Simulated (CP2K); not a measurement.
# UB3LYP/6-31G(d) (spherical functions) run of C2HCl2Si (SMILES C#C[Si](Cl)Cl)

What is the energy change on altering one bond length of C2HCl2Si at UB3LYP/6-31G* (spherical functions)? 

The calculation is run with CP2K 2026.2.

4 further runs of the same task are left out: 1 that didn't finish, 3 set aside as unsound or not needed.

## 1. The molecule

C2HCl2Si has 6 atoms, charge 0, and is taken as a doublet. SMILES: `C#C[Si](Cl)Cl`. The coordinates come from a PBE0-D4/def2-TZVP relaxation.

Bond lengths: C1–C2 1.208 Å, C2–Si3 1.804 Å, Si3–Cl4 2.043 Å, Si3–Cl5 2.043 Å, C1–H6 1.066 Å. Angles: C1–C2–Si3 172.9°, C2–Si3–Cl4 109.7°, C2–Si3–Cl5 109.7°, Cl4–Si3–Cl5 110.2°, C2–C1–H6 179.0°.

## 2. A single-point energy at UB3LYP/6-31G(d) (spherical functions)

File molecule.xyz:

```xyz
6

C      1.324500     0.483500     1.111500
C      0.521500     0.095400     0.297200
Si    -0.504400    -0.583800    -1.021800
Cl    -1.914000    -1.830600    -0.226100
Cl    -1.406000     0.937000    -2.046300
H      2.020400     0.834500     1.839400
```

File mol.inp:

```
&GLOBAL
  PROJECT_NAME mol
  RUN_TYPE ENERGY
  PRINT_LEVEL MEDIUM
&END

&FORCE_EVAL
  METHOD QS
  &DFT
    BASIS_SET_FILE_NAME ./6_31gs.basis
    POTENTIAL_FILE_NAME POTENTIAL
    MULTIPLICITY 2
    UKS T
    &QS
      METHOD GAPW
      EPS_DEFAULT 1.0E-10
    &END
    &MGRID
      CUTOFF 280
      REL_CUTOFF 50
      NGRIDS 4
    &END
    &POISSON
      PERIODIC NONE
      POISSON_SOLVER MULTIPOLE
    &END
    &SCF
      SCF_GUESS ATOMIC
      EPS_SCF 1.0E-06
      MAX_SCF 60
      ADDED_MOS 3
      &DIAGONALIZATION
        ALGORITHM STANDARD
      &END
      &MIXING
        METHOD DIRECT_P_MIXING
        ALPHA 0.4
      &END
    &END
    &XC
      &XC_FUNCTIONAL
        &HYB_GGA_XC_B3LYP
        &END
      &END
      &HF
        FRACTION 0.2
        &SCREENING
          EPS_SCHWARZ 1.0E-10
        &END
        &MEMORY
          MAX_MEMORY 1050
        &END
      &END
    &END
    &PRINT
      &MOMENTS
        PERIODIC F
        REFERENCE COM
        MAX_MOMENT 1
      &END
      &MO ON
        ENERGIES T
        OCCUPATION_NUMBERS T
        NDIGITS 6
        &EACH
          QS_SCF 0
        &END
        ADD_LAST NUMERIC
      &END
      &LOWDIN ON
      &END
      &HIRSHFELD OFF
      &END
    &END
  &END
  &SUBSYS
    &CELL
      ABC 10.9 9.8 10.9
      PERIODIC NONE
    &END
    &TOPOLOGY
      COORD_FILE_NAME molecule.xyz
      COORD_FILE_FORMAT XYZ
      &CENTER_COORDINATES
      &END
    &END
    &KIND C
      BASIS_SET 6-31Gs
      POTENTIAL ALL
      LEBEDEV_GRID 194
      RADIAL_GRID 100
    &END
    &KIND Si
      BASIS_SET 6-31Gs
      POTENTIAL ALL
      LEBEDEV_GRID 194
      RADIAL_GRID 100
    &END
    &KIND Cl
      BASIS_SET 6-31Gs
      POTENTIAL ALL
      LEBEDEV_GRID 194
      RADIAL_GRID 100
    &END
    &KIND H
      BASIS_SET 6-31Gs
      POTENTIAL ALL
      LEBEDEV_GRID 194
      RADIAL_GRID 100
    &END
  &END
&END
```

Started as:

```sh
$ OMP_NUM_THREADS=1 cp2k.psmp -i mol.inp -o mol.out
```

What it wrote:

```text
CP2K| version string:                                       CP2K version 2026.2
[...]
 GLOBAL| Method name                                                        CP2K
[...]
 GLOBAL| Run type                                                         ENERGY
[...]
 DFT| Spin unrestricted (spin-polarized) Kohn-Sham calculation               UKS
 DFT| Multiplicity                                                             2
[...]
 DFT| Charge                                                                   0
[...]
 FUNCTIONAL| HYB_GGA_XC_B3LYP:
[...]
 QS| Method:                                                                GAPW
[...]
 QS| Density cutoff [a.u.]:                                                140.0
[...]
 QS| Relative density cutoff [a.u.]:                                        25.0
[...]
                             - Atoms:                                          6
[...]
                             - Spherical basis functions:                     84
[...]
 Number of electrons:                                                         31
[...]
     1 P_Mix/Diag. 0.40E+00   28.7     0.23025514     -1287.4224044331 -1.29E+03
[...]
    17 DIIS/Diag.  0.13E-05   11.3     0.00000068     -1286.6777560018 -1.39E-11
  *** SCF run converged in    17 steps ***
[...]
  Overlap energy of the core charge distribution:               0.00006039947648
  Self energy of the core charge distribution:               -582.98122723511779
  Core Hamiltonian energy:                                   -707.24479181159563
  Hartree energy:                                             151.06065588099182
  Exchange-correlation energy:                                -13.81014260062402
  Hartree-Fock Exchange energy:                               -17.24436103507569
[...]
  Ideal and single determinant S**2 :                    0.750000       0.752586
[...]
                     Mulliken Population Analysis
 #  Atom  Element  Kind  Atomic population (alpha,beta) Net charge  Spin moment
       1     C        1         3.107082     2.992814    -0.099896     0.114268
       2     C        1         3.053077     3.067984    -0.121060    -0.014907
       3     Si       2         7.187067     6.429059     0.383874     0.758008
       4     Cl       3         8.631166     8.557838    -0.189004     0.073328
       5     Cl       3         8.630807     8.557133    -0.187940     0.073674
       6     H        4         0.390802     0.395172     0.214026    -0.004371
 # Total charge and spin       31.000000    30.000000    -0.000000     1.000000
[...]
  Dipole moment [Debye]
    X=  0.2087194E+01 Y=  0.3504739E+00 Z=  0.1100308E+01  Total=      2.3853488
 ENERGY| Total FORCE_EVAL ( QS ) energy [hartree]          -1286.677756001801981
[...]
```

Run time: 3.7 min. Hardware: 1 thread of AMD EPYC (Zen 3), shared host; peak memory 0.91 GiB.

## 3. The distorted shape

File mol.inp:

```
&GLOBAL
 PROJECT mol
 RUN_TYPE ENERGY
 PRINT_LEVEL MEDIUM
&END GLOBAL

&FORCE_EVAL
 METHOD QUICKSTEP
 &DFT
  BASIS_SET_FILE_NAME ./6_31gs.basis
  POTENTIAL_FILE_NAME POTENTIAL
  MULTIPLICITY 2
  UKS T
  &QS
   METHOD GAPW
   EPS_DEFAULT 1.0E-10
  &END QS
  # real-space grids
  &MGRID
   CUTOFF 280
   REL_CUTOFF 50
   NGRIDS 4
  &END MGRID
  # isolated system
  &POISSON
   PERIODIC NONE
   POISSON_SOLVER MULTIPOLE
  &END POISSON
  &SCF
   SCF_GUESS ATOMIC
   EPS_SCF 1.0E-07
   MAX_SCF 60
   ADDED_MOS 3
   &DIAGONALIZATION
    ALGORITHM STANDARD
   &END DIAGONALIZATION
   &MIXING
    METHOD DIRECT_P_MIXING
    ALPHA 0.4
   &END MIXING
  &END SCF
  &XC
   &XC_FUNCTIONAL
    &HYB_GGA_XC_B3LYP
    &END HYB_GGA_XC_B3LYP
   &END XC_FUNCTIONAL
   &HF
    FRACTION 0.2
    &SCREENING
     EPS_SCHWARZ 1.0E-10
    &END SCREENING
    &MEMORY
     MAX_MEMORY 1050
    &END MEMORY
   &END HF
  &END XC
  &PRINT
   &MOMENTS
    PERIODIC F
    REFERENCE COM
    MAX_MOMENT 1
   &END MOMENTS
   &MO ON
    ENERGIES T
    OCCUPATION_NUMBERS T
    NDIGITS 6
    &EACH
     QS_SCF 0
    &END EACH
    ADD_LAST NUMERIC
   &END MO
   &LOWDIN ON
   &END LOWDIN
   &HIRSHFELD OFF
   &END HIRSHFELD
  &END PRINT
 &END DFT
 &SUBSYS
  # box in angstrom
  &CELL
   ABC 11.2 9.9 11.3
   PERIODIC NONE
  &END CELL
  &COORD
   C      1.632278     0.687265     1.507210
   C      0.829278     0.299165     0.692910
   Si    -0.504400    -0.583800    -1.021800
   Cl    -1.914000    -1.830600    -0.226100
   Cl    -1.406000     0.937000    -2.046300
   H      2.328178     1.038265     2.235110
  &END COORD
  &TOPOLOGY
   &CENTER_COORDINATES
   &END CENTER_COORDINATES
  &END TOPOLOGY
  &KIND C
   BASIS_SET 6-31Gs
   POTENTIAL ALL
   LEBEDEV_GRID 194
   RADIAL_GRID 100
  &END KIND
  &KIND Si
   BASIS_SET 6-31Gs
   POTENTIAL ALL
   LEBEDEV_GRID 194
   RADIAL_GRID 100
  &END KIND
  &KIND Cl
   BASIS_SET 6-31Gs
   POTENTIAL ALL
   LEBEDEV_GRID 194
   RADIAL_GRID 100
  &END KIND
  &KIND H
   BASIS_SET 6-31Gs
   POTENTIAL ALL
   LEBEDEV_GRID 194
   RADIAL_GRID 100
  &END KIND
 &END SUBSYS
&END FORCE_EVAL
```

Started as:

```sh
$ OMP_NUM_THREADS=1 cp2k.psmp mol.inp > mol.out
```

What it wrote:

```text
CP2K| version string:                                       CP2K version 2026.2
[...]
 GLOBAL| Method name                                                        CP2K
[...]
 GLOBAL| Run type                                                         ENERGY
[...]
 DFT| Spin unrestricted (spin-polarized) Kohn-Sham calculation               UKS
 DFT| Multiplicity                                                             2
[...]
 DFT| Charge                                                                   0
[...]
 FUNCTIONAL| HYB_GGA_XC_B3LYP:
[...]
 QS| Method:                                                                GAPW
[...]
 QS| Density cutoff [a.u.]:                                                140.0
[...]
 QS| Relative density cutoff [a.u.]:                                        25.0
[...]
                             - Atoms:                                          6
[...]
                             - Spherical basis functions:                     84
[...]
 Number of electrons:                                                         31
[...]
     1 P_Mix/Diag. 0.40E+00   26.8     0.22773907     -1287.1730388567 -1.29E+03
[...]
    25 DIIS/Diag.  0.32E-06   11.0     0.00000010     -1286.6239998919  9.09E-13
  *** SCF run converged in    25 steps ***
[...]
  Overlap energy of the core charge distribution:               0.00006036806043
  Self energy of the core charge distribution:               -582.98122723511779
  Core Hamiltonian energy:                                   -707.51156240100818
  Hartree energy:                                             151.35666101845183
  Exchange-correlation energy:                                -13.73274825784432
  Hartree-Fock Exchange energy:                               -17.21795228345447
[...]
  Ideal and single determinant S**2 :                    0.750000       0.754294
[...]
                     Mulliken Population Analysis
 #  Atom  Element  Kind  Atomic population (alpha,beta) Net charge  Spin moment
       1     C        1         3.115016     3.103455    -0.218471     0.011562
       2     C        1         3.193205     3.022332    -0.215538     0.170873
       3     Si       2         7.038312     6.391860     0.569828     0.646453
       4     Cl       3         8.622028     8.538288    -0.160317     0.083740
       5     Cl       3         8.621798     8.537884    -0.159682     0.083914
       6     H        4         0.409640     0.406181     0.184179     0.003458
 # Total charge and spin       31.000000    30.000000    -0.000000     1.000000
[...]
  Dipole moment [Debye]
    X=  0.4708852E+00 Y= -0.4466480E+00 Z= -0.5567483E+00  Total=      0.8550999
 ENERGY| Total FORCE_EVAL ( QS ) energy [hartree]          -1286.623999891877929
[...]
```

Run time: 5.1 min. Hardware: 1 thread of AMD EPYC (Zen 3), shared host; peak memory 0.92 GiB.

## 4. Outcome

At UB3LYP/6-31G* (spherical functions):

| quantity | value |
| --- | --- |
| first shape: total energy | -1286.67776 Eh |
| first shape: dipole moment | 2.39 D |
| first shape: HOMO energy (highest over α and β) | -6.33 eV |
| first shape: LUMO energy (lowest over α and β) | -3.45 eV |
| first shape: ⟨S²⟩ | 0.753 |
| distorted shape: total energy | -1286.62400 Eh |
| distorted shape: dipole moment | 0.86 D |
| distorted shape: HOMO energy (highest over α and β) | -7.01 eV |
| distorted shape: LUMO energy (lowest over α and β) | -4.30 eV |
| distorted shape: ⟨S²⟩ | 0.754 |
| energy change with the C2–Si3 bond stretched from 1.804 to 2.345 Å | 1.463 eV |

What this shows: With the C2–Si3 bond stretched from 1.804 to 2.345 Å the energy rises by 1.46 eV (141 kJ/mol). The first shape isn't relaxed at this level, so the change isn't measured from a minimum.
